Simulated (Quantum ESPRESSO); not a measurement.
Here is a Quantum ESPRESSO 7.5 calculation.

File pw.in:

```
&CONTROL
  calculation = 'scf'
  prefix = 'pwscf'
  outdir = './tmp'
  pseudo_dir = './pseudo'
  tprnfor = .true.
  tstress = .true.
  disk_io = 'low'
/
&SYSTEM
  ibrav = 0
  celldm(1) = 8
  nat = 2
  ntyp = 2
  ecutwfc = 80
  nbnd = 16
  occupations = 'smearing'
  smearing = 'fd'
  degauss = 0.00367493
/
&ELECTRONS
  conv_thr = 4d-10
  electron_maxstep = 120
  mixing_beta = 0.5
/
ATOMIC_SPECIES
Si    28.0850 Si.upf
Te   127.6000 Te.upf
CELL_PARAMETERS alat
  0.8773846935089   0.0000000000000   0.0000000000000
 -0.4386923467544   0.7598374334070   0.0000000000000
  0.0000000000000   0.0000000000000   1.1754976540629
ATOMIC_POSITIONS crystal
Si     0.0000000000    0.0000000000    0.5000000000
Te     0.0000000000    0.0000000000    0.0000000000
K_POINTS automatic
6 6 5 0 0 0
```

Contents of nscf.in:

```
&CONTROL
  calculation = 'nscf'
  prefix = 'pwscf'
  outdir = './tmp'
  pseudo_dir = './pseudo'
  disk_io = 'low'
/
&SYSTEM
  ibrav = 0
  celldm(1) = 8
  nat = 2
  ntyp = 2
  ecutwfc = 80
  nbnd = 21
  occupations = 'smearing'
  smearing = 'fd'
  degauss = 0.00367493
  nosym = .true.
  noinv = .true.
/
&ELECTRONS
  conv_thr = 1d-09
  electron_maxstep = 120
  mixing_beta = 0.5
  diago_full_acc = .true.
  startingwfc = 'random'
/
ATOMIC_SPECIES
Si    28.0850 Si.upf
Te   127.6000 Te.upf
CELL_PARAMETERS alat
  0.8773846935089   0.0000000000000   0.0000000000000
 -0.4386923467544   0.7598374334070   0.0000000000000
  0.0000000000000   0.0000000000000   1.1754976540629
ATOMIC_POSITIONS crystal
Si     0.0000000000    0.0000000000    0.5000000000
Te     0.0000000000    0.0000000000    0.0000000000
K_POINTS crystal
100
  0.00000000   0.00000000   0.00000000 1.00000000e-02
  0.00000000   0.00000000   0.25000000 1.00000000e-02
  0.00000000   0.00000000   0.50000000 1.00000000e-02
  0.00000000   0.00000000   0.75000000 1.00000000e-02
  0.00000000   0.20000000   0.00000000 1.00000000e-02
  0.00000000   0.20000000   0.25000000 1.00000000e-02
[... 92 lines left out ...]
  0.80000000   0.80000000   0.50000000 1.00000000e-02
  0.80000000   0.80000000   0.75000000 1.00000000e-02
```

pw2wan.in

```
&INPUTPP
  prefix = 'pwscf'
  outdir = './tmp'
  seedname = 'w'
  write_mmn = .true.
  write_amn = .true.
  scdm_proj = .true.
  scdm_entanglement = 'erfc'
  scdm_mu = 8.59
  scdm_sigma = 3
/
```

bands.in

```
&CONTROL
  calculation = 'bands'
  prefix = 'pwscf'
  outdir = './tmp'
  pseudo_dir = './pseudo'
  disk_io = 'low'
/
&SYSTEM
  ibrav = 0
  celldm(1) = 8
  nat = 2
  ntyp = 2
  ecutwfc = 80
  nbnd = 21
  occupations = 'smearing'
  smearing = 'fd'
  degauss = 0.00367493
/
&ELECTRONS
  conv_thr = 1d-08
  electron_maxstep = 120
  mixing_beta = 0.5
  diago_full_acc = .true.
  startingwfc = 'random'
/
ATOMIC_SPECIES
Si    28.0850 Si.upf
Te   127.6000 Te.upf
CELL_PARAMETERS alat
  0.8773846935089   0.0000000000000   0.0000000000000
 -0.4386923467544   0.7598374334070   0.0000000000000
  0.0000000000000   0.0000000000000   1.1754976540629
ATOMIC_POSITIONS crystal
Si     0.0000000000    0.0000000000    0.5000000000
Te     0.0000000000    0.0000000000    0.0000000000
K_POINTS crystal
69
  0.00000000   0.00000000   0.00000000 1
  0.05555600   0.00000000   0.00000000 1
  0.11111100   0.00000000   0.00000000 1
  0.16666700   0.00000000   0.00000000 1
  0.22222200   0.00000000   0.00000000 1
  0.27777800   0.00000000   0.00000000 1
  0.33333300   0.00000000   0.00000000 1
  0.38888900   0.00000000   0.00000000 1
  0.44444400   0.00000000   0.00000000 1
  0.50000000   0.00000000   0.00000000 1
  0.46666700   0.06666700   0.00000000 1
  0.43333300   0.13333300   0.00000000 1
  0.40000000   0.20000000   0.00000000 1
  0.36666700   0.26666700   0.00000000 1
  0.33333300   0.33333300   0.00000000 1
  0.30000000   0.30000000   0.00000000 1
  0.26666700   0.26666700   0.00000000 1
  0.23333300   0.23333300   0.00000000 1
  0.20000000   0.20000000   0.00000000 1
  0.16666700   0.16666700   0.00000000 1
  0.13333300   0.13333300   0.00000000 1
  0.10000000   0.10000000   0.00000000 1
  0.06666700   0.06666700   0.00000000 1
  0.03333300   0.03333300   0.00000000 1
  0.00000000   0.00000000   0.00000000 1
  0.00000000   0.00000000   0.08333300 1
  0.00000000   0.00000000   0.16666700 1
  0.00000000   0.00000000   0.25000000 1
  0.00000000   0.00000000   0.33333300 1
  0.00000000   0.00000000   0.41666700 1
  0.00000000   0.00000000   0.50000000 1
  0.05555600   0.00000000   0.50000000 1
  0.11111100   0.00000000   0.50000000 1
  0.16666700   0.00000000   0.50000000 1
  0.22222200   0.00000000   0.50000000 1
  0.27777800   0.00000000   0.50000000 1
  0.33333300   0.00000000   0.50000000 1
  0.38888900   0.00000000   0.50000000 1
  0.44444400   0.00000000   0.50000000 1
  0.50000000   0.00000000   0.50000000 1
  0.46666700   0.06666700   0.50000000 1
  0.43333300   0.13333300   0.50000000 1
  0.40000000   0.20000000   0.50000000 1
  0.36666700   0.26666700   0.50000000 1
  0.33333300   0.33333300   0.50000000 1
  0.30000000   0.30000000   0.50000000 1
  0.26666700   0.26666700   0.50000000 1
  0.23333300   0.23333300   0.50000000 1
  0.20000000   0.20000000   0.50000000 1
  0.16666700   0.16666700   0.50000000 1
  0.13333300   0.13333300   0.50000000 1
  0.10000000   0.10000000   0.50000000 1
  0.06666700   0.06666700   0.50000000 1
  0.03333300   0.03333300   0.50000000 1
  0.00000000   0.00000000   0.50000000 1
  0.50000000   0.00000000   0.50000000 1
  0.50000000   0.00000000   0.41666700 1
  0.50000000   0.00000000   0.33333300 1
  0.50000000   0.00000000   0.25000000 1
  0.50000000   0.00000000   0.16666700 1
  0.50000000   0.00000000   0.08333300 1
  0.50000000   0.00000000   0.00000000 1
  0.33333300   0.33333300   0.00000000 1
  0.33333300   0.33333300   0.08333300 1
  0.33333300   0.33333300   0.16666700 1
  0.33333300   0.33333300   0.25000000 1
  0.33333300   0.33333300   0.33333300 1
  0.33333300   0.33333300   0.41666700 1
  0.33333300   0.33333300   0.50000000 1
```

The input w.win:

```
num_wann = 8
num_bands = 16
auto_projections = true
dis_num_iter = 0
num_iter = 1200
search_shells = 100
kmesh_tol = 1.0d-4
conv_tol = 1.0d-8
conv_window = 4
num_print_cycles = 200
fermi_energy = 6.5873
bands_plot = true
write_hr = true
mp_grid = 5 5 4
exclude_bands = 1-5
begin unit_cell_cart
ang
  3.7143358800   0.0000000000   0.0000000000
 -1.8571679400   3.2167092300   0.0000000000
  0.0000000000   0.0000000000   4.9763725600
end unit_cell_cart
begin atoms_frac
Si   0.0000000000   0.0000000000   0.5000000000
Te   0.0000000000   0.0000000000   0.0000000000
end atoms_frac
begin kpoint_path
G   0.0000000000   0.0000000000   0.0000000000  M   0.5000000000   0.0000000000   0.0000000000
M   0.5000000000   0.0000000000   0.0000000000  K   0.3333333333   0.3333333333   0.0000000000
K   0.3333333333   0.3333333333   0.0000000000  G   0.0000000000   0.0000000000   0.0000000000
G   0.0000000000   0.0000000000   0.0000000000  A   0.0000000000   0.0000000000   0.5000000000
A   0.0000000000   0.0000000000   0.5000000000  L   0.5000000000   0.0000000000   0.5000000000
L   0.5000000000   0.0000000000   0.5000000000  H   0.3333333333   0.3333333333   0.5000000000
H   0.3333333333   0.3333333333   0.5000000000  A   0.0000000000   0.0000000000   0.5000000000
L   0.5000000000   0.0000000000   0.5000000000  M   0.5000000000   0.0000000000   0.0000000000
K   0.3333333333   0.3333333333   0.0000000000  H   0.3333333333   0.3333333333   0.5000000000
end kpoint_path
bands_num_points = 9
begin kpoints
  0.00000000   0.00000000   0.00000000
  0.00000000   0.00000000   0.25000000
  0.00000000   0.00000000   0.50000000
  0.00000000   0.00000000   0.75000000
  0.00000000   0.20000000   0.00000000
  0.00000000   0.20000000   0.25000000
  0.00000000   0.20000000   0.50000000
  0.00000000   0.20000000   0.75000000
  0.00000000   0.40000000   0.00000000
  0.00000000   0.40000000   0.25000000
  0.00000000   0.40000000   0.50000000
  0.00000000   0.40000000   0.75000000
  0.00000000   0.60000000   0.00000000
  0.00000000   0.60000000   0.25000000
  0.00000000   0.60000000   0.50000000
  0.00000000   0.60000000   0.75000000
  0.00000000   0.80000000   0.00000000
  0.00000000   0.80000000   0.25000000
  0.00000000   0.80000000   0.50000000
  0.00000000   0.80000000   0.75000000
  0.20000000   0.00000000   0.00000000
  0.20000000   0.00000000   0.25000000
  0.20000000   0.00000000   0.50000000
  0.20000000   0.00000000   0.75000000
  0.20000000   0.20000000   0.00000000
  0.20000000   0.20000000   0.25000000
  0.20000000   0.20000000   0.50000000
  0.20000000   0.20000000   0.75000000
  0.20000000   0.40000000   0.00000000
  0.20000000   0.40000000   0.25000000
  0.20000000   0.40000000   0.50000000
  0.20000000   0.40000000   0.75000000
  0.20000000   0.60000000   0.00000000
  0.20000000   0.60000000   0.25000000
  0.20000000   0.60000000   0.50000000
  0.20000000   0.60000000   0.75000000
  0.20000000   0.80000000   0.00000000
  0.20000000   0.80000000   0.25000000
  0.20000000   0.80000000   0.50000000
  0.20000000   0.80000000   0.75000000
  0.40000000   0.00000000   0.00000000
  0.40000000   0.00000000   0.25000000
  0.40000000   0.00000000   0.50000000
  0.40000000   0.00000000   0.75000000
  0.40000000   0.20000000   0.00000000
  0.40000000   0.20000000   0.25000000
  0.40000000   0.20000000   0.50000000
  0.40000000   0.20000000   0.75000000
  0.40000000   0.40000000   0.00000000
  0.40000000   0.40000000   0.25000000
  0.40000000   0.40000000   0.50000000
  0.40000000   0.40000000   0.75000000
  0.40000000   0.60000000   0.00000000
  0.40000000   0.60000000   0.25000000
  0.40000000   0.60000000   0.50000000
  0.40000000   0.60000000   0.75000000
  0.40000000   0.80000000   0.00000000
  0.40000000   0.80000000   0.25000000
  0.40000000   0.80000000   0.50000000
  0.40000000   0.80000000   0.75000000
  0.60000000   0.00000000   0.00000000
  0.60000000   0.00000000   0.25000000
  0.60000000   0.00000000   0.50000000
  0.60000000   0.00000000   0.75000000
  0.60000000   0.20000000   0.00000000
  0.60000000   0.20000000   0.25000000
  0.60000000   0.20000000   0.50000000
  0.60000000   0.20000000   0.75000000
  0.60000000   0.40000000   0.00000000
  0.60000000   0.40000000   0.25000000
  0.60000000   0.40000000   0.50000000
  0.60000000   0.40000000   0.75000000
  0.60000000   0.60000000   0.00000000
  0.60000000   0.60000000   0.25000000
  0.60000000   0.60000000   0.50000000
  0.60000000   0.60000000   0.75000000
  0.60000000   0.80000000   0.00000000
  0.60000000   0.80000000   0.25000000
  0.60000000   0.80000000   0.50000000
  0.60000000   0.80000000   0.75000000
  0.80000000   0.00000000   0.00000000
  0.80000000   0.00000000   0.25000000
  0.80000000   0.00000000   0.50000000
  0.80000000   0.00000000   0.75000000
  0.80000000   0.20000000   0.00000000
  0.80000000   0.20000000   0.25000000
  0.80000000   0.20000000   0.50000000
  0.80000000   0.20000000   0.75000000
  0.80000000   0.40000000   0.00000000
  0.80000000   0.40000000   0.25000000
  0.80000000   0.40000000   0.50000000
  0.80000000   0.40000000   0.75000000
  0.80000000   0.60000000   0.00000000
  0.80000000   0.60000000   0.25000000
  0.80000000   0.60000000   0.50000000
  0.80000000   0.60000000   0.75000000
  0.80000000   0.80000000   0.00000000
  0.80000000   0.80000000   0.25000000
  0.80000000   0.80000000   0.50000000
  0.80000000   0.80000000   0.75000000
end kpoints
```

Potentials or basis: PseudoDojo 0.4.1 SR PBEsol standard.

Launch:

```bash
$ OMP_NUM_THREADS=1 pw.x -in pw.in > pw.out
$ OMP_NUM_THREADS=1 pw.x -in nscf.in > nscf.out
$ wannier90.x -pp w
$ OMP_NUM_THREADS=1 pw2wannier90.x -in pw2wan.in > pw2wan.out
$ wannier90.x w
$ OMP_NUM_THREADS=1 pw.x -in bands.in > bands.out
```

Task: What does it give for the total Wannier spread?

Result: 21.51 Å² over 8 functions.

Task: What does it give for the RMS miss of the Wannier bands?

Result: 0.054 eV.

Task: Predict the band gap on the k mesh.

Result: None (metal or under the smearing width).

Levels at the corners of the path, in eV from the Fermi level:
| point | band 8 | band 9 | band 10 | band 11 | band 12 | band 13 |
| --- | --- | --- | --- | --- | --- | --- |
| Γ | -5.65 | 0.26 | 0.26 | 4.52 | 4.75 | 4.75 |
| M | -4.73 | -4.24 | -1.01 | 0.16 | 3.61 | 3.61 |
| K | -3.98 | -3.70 | -3.70 | 1.12 | 1.12 | 4.67 |
| Γ | -5.65 | 0.26 | 0.26 | 4.52 | 4.75 | 4.75 |
| A | 1.00 | 1.00 | 1.05 | 1.91 | 2.77 | 2.77 |
| L | -3.92 | -2.24 | -0.27 | 1.53 | 2.37 | 3.01 |
| H | -2.89 | -2.89 | -1.25 | -1.25 | 2.71 | 3.23 |
| A | 1.00 | 1.00 | 1.05 | 1.91 | 2.77 | 2.77 |
| L | -3.92 | -2.24 | -0.27 | 1.53 | 2.37 | 3.01 |
| M | -4.73 | -4.24 | -1.01 | 0.16 | 3.61 | 3.61 |
| K | -3.98 | -3.70 | -3.70 | 1.12 | 1.12 | 4.67 |
| H | -2.89 | -2.89 | -1.25 | -1.25 | 2.71 | 3.23 |

Caveat: the k mesh is coarse; spin-orbit coupling is left out, which moves the levels of the heavy elements.
